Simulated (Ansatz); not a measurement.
Runs of Ansatz 0.2.0 on CsMgBiO3. It takes space group R3m (No. 160, trigonal). Conventional cell: a = 6.461 Å, b = 6.461 Å, c = 11.391 Å, α = 90.00°, β = 90.00°, γ = 120.00°. Bi (site symmetry 3m) has 3 O at 2.10 Å as nearest neighbours. Around Cs (site symmetry 3m) lie 9 O at 3.33 to 3.50 Å and 3 Bi at 3.74 Å and 3 Mg at 3.78 Å. Mg (site symmetry 3m) is surrounded by 3 O at 1.91 Å. O (site symmetry m) has 1 Mg at 1.91 Å and 1 Bi at 2.10 Å as nearest neighbours. The cell comes from a database or a generator and needn't be the stable form of this composition.

```tsv
cell	target pressure (GPa)	gap on the mesh (eV)	pressure (GPa)
relaxed to 5 GPa	5	2.49	5.0
relaxed to 20 GPa	20	(b)	20.0
relaxed	0	3.38	0.0
relaxed to 30 GPa	30	none	30.0
relaxed to 10 GPa	10	1.57	10.0
relaxed to 2 GPa	2	(a)	2.0
```

Alike in all rows: task relaxation of cell and atoms; level r2SCAN; potentials or basis Ansatz PAW; no spin polarisation; k mesh 6 × 6 × 6; cutoff (eV) 500; smearing fermi-dirac 0.05 eV.

Problem. Estimate the missing entries.

Solution. (a) 3.09; (b) 0.68.

Caveats: the plane-wave basis is chosen anew once the cell has moved, so the energies of steps on either side of that aren't comparable; the PAW data sets come from PBE, with cores solved anew for the run's functional, which leaves a small shift of forces and pressure; spin-orbit coupling is left out, which as a rule narrows the gap of such compounds by several tenths of an eV (some runs); spin-orbit coupling is left out, which moves the levels of the heavy elements (some runs).

A k mesh can miss the band edges, and the runs leave out spin-orbit coupling on Bi, Cs.

A gap of «none» marks a metal or a gap under the smearing width.
